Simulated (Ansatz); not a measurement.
# ClFGe₂H₄O: up Jacob's ladder to CCSD(T)

One table from this session's results is given with a row withheld; the runs are named, their logs left out.

Program: Ansatz 0.2.0, Gaussian basis. Level of theory: functionals in def2-TZVPP, the program's frozen cores in correlated methods. These are calculated values, not measurements.

The runs, in order: LDA (SPW92), PBE-D4, revPBE-D4, BLYP-D4, r2SCAN-D4, B97M-V, PBE0-D4, B3LYP-D4, r2SCANh-D4, r2SCAN0-D4, HSE06-D4, BHLYP-D4, CAM-B3LYP-D4, LC-ωPBE, ωB97X-V, ωB97M-V, B2PLYP, PBE-QIDH; CCSD(T)/def2-SVP; CCSD(T)/def2-TZVPP; MP2/def2-QZVPP; extrapolation to the limit; RPA on PBE.

### The relaxed structure

All runs share one geometry, relaxed beforehand with PBE0-D4 in a triple-zeta def2 set.

SMILES `[OH][Ge]([F])([Cl])[GeH3]`, 9 atoms, charge 0, spin multiplicity 1.

Atoms are counted from 1 here; the program's logs count them from 0.

Bond lengths: O1–Ge2 1.756 Å, O1–H6 0.962 Å, Ge2–F3 1.736 Å, Ge2–Cl4 2.149 Å, Ge2–Ge5 2.418 Å, Ge5–H7 1.531 Å, Ge5–H8 1.531 Å, Ge5–H9 1.530 Å. Angles: Ge2–O1–H6 113.4°, O1–Ge2–F3 107.0°, O1–Ge2–Cl4 108.9°, O1–Ge2–Ge5 111.3°, F3–Ge2–Cl4 103.5°, F3–Ge2–Ge5 111.4°, Cl4–Ge2–Ge5 114.2°, Ge2–Ge5–H7 107.6°, Ge2–Ge5–H8 108.2°, Ge2–Ge5–H9 107.3°, H7–Ge5–H8 111.3°, H7–Ge5–H9 111.0°, H8–Ge5–H9 111.2°.

Set-up of the first run:

File in.yaml:

```yaml
crystal:
  periodic: [false, false, false]
  atoms:
    - {symbol: O, position_ang: [-1.319047, 1.330636, 0.861607]}
    - {symbol: Ge, position_ang: [-0.301247, -0.097185, 0.761111]}
    - {symbol: F, position_ang: [0.785638, -0.042056, 2.113751]}
    - {symbol: Cl, position_ang: [-1.501339, -1.836736, 1.150439]}
    - {symbol: Ge, position_ang: [0.901651, -0.173081, -1.334842]}
    - {symbol: H, position_ang: [-1.874435, 1.350272, 1.646674]}
    - {symbol: H, position_ang: [-0.132008, -0.271174, -2.459315]}
    - {symbol: H, position_ang: [1.732402, 1.106881, -1.455021]}
    - {symbol: H, position_ang: [1.796883, -1.413756, -1.301602]}
basis:
  gaussian: {orbitals: def2-TZVPP}
hamiltonian: {xc: lda}
output: {orbitals: {seedname: orbitals}}
```

Launch:

```
$ ansatz run in.yaml --threads 2 --pin off --events-out ev --progress --plain --max-ram 32768MiB --backend cpu
```

Among the steps run: LDA; PBE-D4 (GGA); revPBE-D4 (GGA); BLYP-D4 (GGA); r2SCAN-D4 (meta-GGA); B97M-V (meta-GGA); PBE0-D4 (hybrid); B3LYP-D4 (hybrid); r2SCANh-D4 (hybrid); r2SCAN0-D4 (hybrid); HSE06-D4 (hybrid); BHLYP-D4 (hybrid); CAM-B3LYP-D4 (range-separated); LC-ωPBE (range-separated); ωB97X-V (range-separated); ωB97M-V (range-separated); B2PLYP (double hybrid); PBE-QIDH (double hybrid).

One of the session's tables, all rows but one given; the rest of the session is left out.

| functional | HOMO (eV) | gap (eV) |
| --- | --- | --- |
| LDA (SPW92) | ? | ? |
| PBE-D4 | -7.58 | 5.89 |
| revPBE-D4 | -7.52 | 5.95 |
| BLYP-D4 | -7.43 | 5.77 |
| r2SCAN-D4 | -7.93 | 6.54 |
| B97M-V | -8.02 | 6.68 |
| PBE0-D4 | -8.87 | 8.13 |
| B3LYP-D4 | -8.63 | 7.57 |
| r2SCANh-D4 | -8.40 | 7.34 |
| r2SCAN0-D4 | -9.09 | 8.52 |
| HSE06-D4 | -8.47 | 7.37 |
| BHLYP-D4 | -10.00 | 10.22 |
| CAM-B3LYP-D4 | -10.16 | 10.38 |
| LC-ωPBE | -11.46 | 12.94 |
| ωB97X-V | -11.13 | 12.52 |
| ωB97M-V | -10.94 | 12.09 |

Estimate the missing values for LDA (SPW92).

The run gave: HOMO (eV): -7.74; gap (eV): 5.75. In the column «HOMO (eV)» it lies between r2SCAN-D4 (-7.93) and PBE-D4 (-7.58).
